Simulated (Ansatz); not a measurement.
# CH₈O₄Si₂: up Jacob's ladder to CCSD(T)

The task here is to estimate one member of a computed series from the others.

Method: functionals in def2-TZVPP, the program's frozen cores in correlated methods; program: Ansatz 0.2.0, Gaussian basis.

Plan: LDA (SPW92), PBE-D4, revPBE-D4, BLYP-D4, r2SCAN-D4, B97M-V, PBE0-D4, B3LYP-D4, r2SCANh-D4, r2SCAN0-D4, HSE06-D4, BHLYP-D4, CAM-B3LYP-D4, LC-ωPBE, ωB97X-V, ωB97M-V, B2PLYP, PBE-QIDH; CCSD(T)/def2-SVP; CCSD(T)/def2-TZVPP; MP2/def2-QZVPP; extrapolation to the limit; RPA on PBE.

## The geometry

The geometry comes from an earlier relaxation with PBE0-D4 in a triple-zeta def2 set; it is a stationary point, not always the lowest conformer.

SMILES `C[SiH](O)O[SiH](O)O`, 15 atoms, charge 0, spin multiplicity 1.

Atoms are counted from 1 here; the program's logs count them from 0.

Bond lengths: C1–Si2 1.855 Å, C1–H8 1.094 Å, C1–H9 1.093 Å, C1–H10 1.093 Å, Si2–O3 1.640 Å, Si2–O4 1.639 Å, Si2–H11 1.480 Å, O3–H12 0.958 Å, O4–Si5 1.624 Å, Si5–O6 1.631 Å, Si5–O7 1.636 Å, Si5–H13 1.474 Å, O6–H14 0.959 Å, O7–H15 0.958 Å. Angles: Si2–C1–H8 111.1°, Si2–C1–H9 111.1°, Si2–C1–H10 110.4°, H8–C1–H9 108.2°, H8–C1–H10 107.6°, H9–C1–H10 108.4°, C1–Si2–O3 112.4°, C1–Si2–O4 108.8°, C1–Si2–H11 112.4°, O3–Si2–O4 109.3°, O3–Si2–H11 104.5°, O4–Si2–H11 109.3°, Si2–O3–H12 118.2°, Si2–O4–Si5 147.7°, O4–Si5–O6 113.0°, O4–Si5–O7 108.2°, O4–Si5–H13 108.9°, O6–Si5–O7 107.4° and more.

Geometry (Å):

```
C    -0.5457   -1.9942    0.4007
Si    1.0010   -0.9852    0.2206
O     1.9590   -1.0686    1.5494
O     0.5836    0.5768   -0.0494
Si   -0.2310    1.6417   -0.9663
O    -1.7683    1.1835   -1.2610
O    -0.2904    3.0668   -0.1643
H    -1.1402   -1.6556    1.2542
H    -0.3102   -3.0510    0.5472
H    -1.1680   -1.8993   -0.4931
H     1.8599   -1.4606   -0.8873
H     1.5654   -0.8836    2.4027
H     0.4294    1.7452   -2.2796
H    -2.4337    1.4353   -0.6186
H     0.4674    3.2980    0.3741
```

The first run:

Contents of in.yaml:

```yaml
crystal:
  periodic: [false, false, false]
  atoms:
    - {symbol: C, position_ang: [-0.545651, -1.994174, 0.400682]}
    - {symbol: Si, position_ang: [1.000966, -0.985240, 0.220610]}
    - {symbol: O, position_ang: [1.959017, -1.068555, 1.549355]}
    - {symbol: O, position_ang: [0.583643, 0.576836, -0.049442]}
    - {symbol: Si, position_ang: [-0.230990, 1.641661, -0.966307]}
    - {symbol: O, position_ang: [-1.768330, 1.183508, -1.260968]}
    - {symbol: O, position_ang: [-0.290401, 3.066767, -0.164291]}
    - {symbol: H, position_ang: [-1.140215, -1.655555, 1.254202]}
    - {symbol: H, position_ang: [-0.310208, -3.050985, 0.547159]}
    - {symbol: H, position_ang: [-1.167974, -1.899332, -0.493066]}
    - {symbol: H, position_ang: [1.859873, -1.460631, -0.887319]}
    - {symbol: H, position_ang: [1.565372, -0.883630, 2.402716]}
    - {symbol: H, position_ang: [0.429350, 1.745199, -2.279604]}
    - {symbol: H, position_ang: [-2.433702, 1.435308, -0.618550]}
    - {symbol: H, position_ang: [0.467450, 3.298022, 0.374123]}
basis:
  gaussian: {orbitals: def2-TZVPP}
hamiltonian: {xc: lda}
output: {orbitals: {seedname: orbitals}}
```

Among the steps run: LDA; PBE-D4 (GGA); revPBE-D4 (GGA); BLYP-D4 (GGA); r2SCAN-D4 (meta-GGA); B97M-V (meta-GGA); PBE0-D4 (hybrid); B3LYP-D4 (hybrid); r2SCANh-D4 (hybrid); r2SCAN0-D4 (hybrid); HSE06-D4 (hybrid); BHLYP-D4 (hybrid); CAM-B3LYP-D4 (range-separated); LC-ωPBE (range-separated); ωB97X-V (range-separated); ωB97M-V (range-separated); B2PLYP (double hybrid); PBE-QIDH (double hybrid).

One table of the session follows, with a row left open; its other results are not shown here.

It belongs to the step «Orbital energies across the functionals». 

| functional | HOMO (eV) | LUMO (eV) | gap (eV) |
| --- | --- | --- | --- |
| LDA (SPW92) | -7.15 | -0.41 | 6.74 |
| PBE-D4 | ? | ? | ? |
| revPBE-D4 | -6.98 | -0.17 | 6.81 |
| BLYP-D4 | -6.95 | -0.29 | 6.66 |
| r2SCAN-D4 | -7.37 | 0.43 | 7.80 |
| B97M-V | -7.47 | -0.06 | 7.41 |
| PBE0-D4 | -8.47 | 0.60 | 9.06 |
| B3LYP-D4 | -8.26 | 0.23 | 8.49 |
| r2SCANh-D4 | -7.90 | 0.68 | 8.58 |
| r2SCAN0-D4 | -8.69 | 1.04 | 9.74 |
| HSE06-D4 | -8.06 | 0.23 | 8.29 |
| BHLYP-D4 | -9.84 | 1.20 | 11.04 |
| CAM-B3LYP-D4 | -9.90 | 1.34 | 11.24 |
| LC-ωPBE | -11.24 | 2.68 | 13.91 |
| ωB97X-V | -10.90 | 2.45 | 13.35 |
| ωB97M-V | -10.76 | 1.98 | 12.73 |

Estimate the missing values for PBE-D4.

The run gave: HOMO (eV): -7.03; LUMO (eV): -0.26; gap (eV): 6.78. In the column «HOMO (eV)» it lies between LDA (SPW92) (-7.15) and revPBE-D4 (-6.98).
